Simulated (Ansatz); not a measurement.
# CH6GeOSi2: the cost of one run

Computed with the Python package of Ansatz 0.2.0. Level of theory: PBE0/def2-SVP.

## (1) Starting point

Bond lengths: O1–C2 1.198 Å, C2–Ge3 2.012 Å, C2–Si4 1.959 Å, Ge3–Si4 2.009 Å, Si4–Si5 2.260 Å, Ge3–H6 1.560 Å, Ge3–H7 1.599 Å, Si4–H8 1.452 Å, Si5–H9 1.520 Å, Si5–H10 1.447 Å, Si5–H11 1.457 Å. Angles (14 of 21 angles, heavy atoms first): O1–C2–Ge3 148.4°, O1–C2–Si4 150.6°, Ge3–C2–Si4 60.8°, C2–Ge3–Si4 58.3°, C2–Si4–Ge3 60.9°, C2–Si4–Si5 109.3°, Ge3–Si4–Si5 113.5°, C2–Ge3–H6 111.7°, C2–Ge3–H7 110.7°, Si4–Ge3–H6 119.6°, Si4–Ge3–H7 116.8°, C2–Si4–H8 113.4°, Ge3–Si4–H8 121.0°, Si5–Si4–H8 121.8°.

No structure file is read: the coordinates are typed or built in the script.

## (2) The code

ch6geosi2.py

```python
"""Minimum-energy structure of CH6GeOSi2."""

from dataclasses import dataclass
import itertools
import logging
import sys

import ansatz
from ase.data import atomic_numbers, covalent_radii
import numpy as np

logging.basicConfig(stream=sys.stdout, format="%(name)s: %(message)s")
logger = logging.getLogger("run")
logger.setLevel(logging.INFO)


@dataclass
class Options:
    basis: str = "def2-SVP"
    functional: str = "pbe0"


settings = Options()

ch6geosi2 = (
    ansatz.Crystal.molecule()
    .atom("O", (-1.6408, -1.3487, 1.9206))
    .atom("C", (-0.6936, -0.8957, 1.3431))
    .atom("Ge", (1.0351, 0.1303, 1.4286))
    .atom("Si", (0.4059, -0.7373, -0.2709))
    .atom("Si", (-0.5782, 0.7024, -1.7085))
    .atom("H", (0.7914, 1.6551, 1.6524))
    .atom("H", (2.1249, -0.6667, 2.2857))
    .atom("H", (0.9631, -2.0016, -0.7162))
    .atom("H", (-1.1117, 1.8697, -0.8946))
    .atom("H", (0.4481, 1.1807, -2.6098))
    .atom("H", (-1.6789, 0.0548, -2.4098))
)

calculation = ch6geosi2.calculation()
calculation = calculation.basis(gaussian=settings.basis)
calculation = calculation.functional(settings.functional)
calculation = calculation.scf(lower_state_search="standard")
symbols = [site.symbol for site in ch6geosi2.cartesian_sites]
start = np.array([site.position_ang for site in ch6geosi2.cartesian_sites], dtype=float)
def progress(event):
    if event["event"] == "relax_step":
        row = event["data"]
        logger.info(f"step {row['step']:3d}  E = {row['lagrangian_ev']:.6f} eV  largest force component {row['allowed_force_max_ev_ang']:.4f} eV/A")


r = calculation.relax(force_tolerance=0.02).session().plan().execute(on_event=progress).report
end = np.array(r["positions_ang"])

for key in ("converged", "free_energy_ev", "reference_energy_ev", "n_frozen", "n_occupied", "n_virtual"):
    logger.info(f"{key:22s} {r[key]}")

# pairs closer than 1.2 times the sum of covalent radii, before or after
radius = [covalent_radii[atomic_numbers[s]] for s in symbols]
span = lambda where, i, j: np.linalg.norm(where[i] - where[j])
bonded = [(i, j) for i, j in itertools.combinations(range(len(symbols)), 2) if min(span(start, i, j), span(end, i, j)) < 1.2 * (radius[i] + radius[j])]
logger.info("pair        before    after (A)")
for i, j in bonded:
    print(f"{symbols[i]}{i}-{symbols[j]}{j}".ljust(10), f"{span(start, i, j):8.4f} {span(end, i, j):8.4f}")
for first, second in list(itertools.combinations(bonded, 2)):
    shared = set(first) & set(second)
    if shared and symbols[(j := shared.pop())] != "H":
        i, k = sorted((set(first) | set(second)) - {j})
        u, v = end[i] - end[j], end[k] - end[j]
        angle = np.degrees(np.arccos(np.clip(u @ v / np.linalg.norm(u) / np.linalg.norm(v), -1, 1)))
        logger.info(f"final angle {symbols[i]}{i}-{symbols[j]}{j}-{symbols[k]}{k}: {angle:.2f} deg")

charges = r["charge_distribution"]
dipole = np.array(charges["dipole_moment_e_ang"]) * 4.803205
logger.info("dipole (D): {:.3f} {:.3f} {:.3f}, length {:.3f}".format(*dipole, np.linalg.norm(dipole)))
logger.info("atom  Mulliken   Lowdin")
for symbol, m, l in zip(symbols, charges["mulliken_charges_e"], charges["lowdin_charges_e"]):
    logger.info(f"{symbol:4s} {m:9.3f} {l:8.3f}")
```

## (3) The calls as engine input

The package turns the script's settings into the engine's input:

```yaml
crystal:
  periodic: [false, false, false]
  atoms:
    - { symbol: O, position_ang: [-1.6408, -1.3487, 1.9206] }
    - { symbol: C, position_ang: [-0.6936, -0.8957, 1.3431] }
    - { symbol: Ge, position_ang: [1.0351, 0.1303, 1.4286] }
    - { symbol: Si, position_ang: [0.4059, -0.7373, -0.2709] }
    - { symbol: Si, position_ang: [-0.5782, 0.7024, -1.7085] }
    - { symbol: H, position_ang: [0.7914, 1.6551, 1.6524] }
    - { symbol: H, position_ang: [2.1249, -0.6667, 2.2857] }
    - { symbol: H, position_ang: [0.9631, -2.0016, -0.7162] }
    - { symbol: H, position_ang: [-1.1117, 1.8697, -0.8946] }
    - { symbol: H, position_ang: [0.4481, 1.1807, -2.6098] }
    - { symbol: H, position_ang: [-1.6789, 0.0548, -2.4098] }
basis:
  gaussian:
    orbitals: def2-SVP
hamiltonian:
  xc: pbe0
scf:
  lower_state_search: standard
relax:
  f_tol: 0.02
```

## (4) Launch

Run with:

```sh
> python ch6geosi2.py
```

What time and memory should one allow on 1 thread of Intel Xeon Platinum 8259CL at 2.50GHz (Skylake/Cascade Lake), shared host?

About 3.2 min, with a peak of 0.42 GiB.
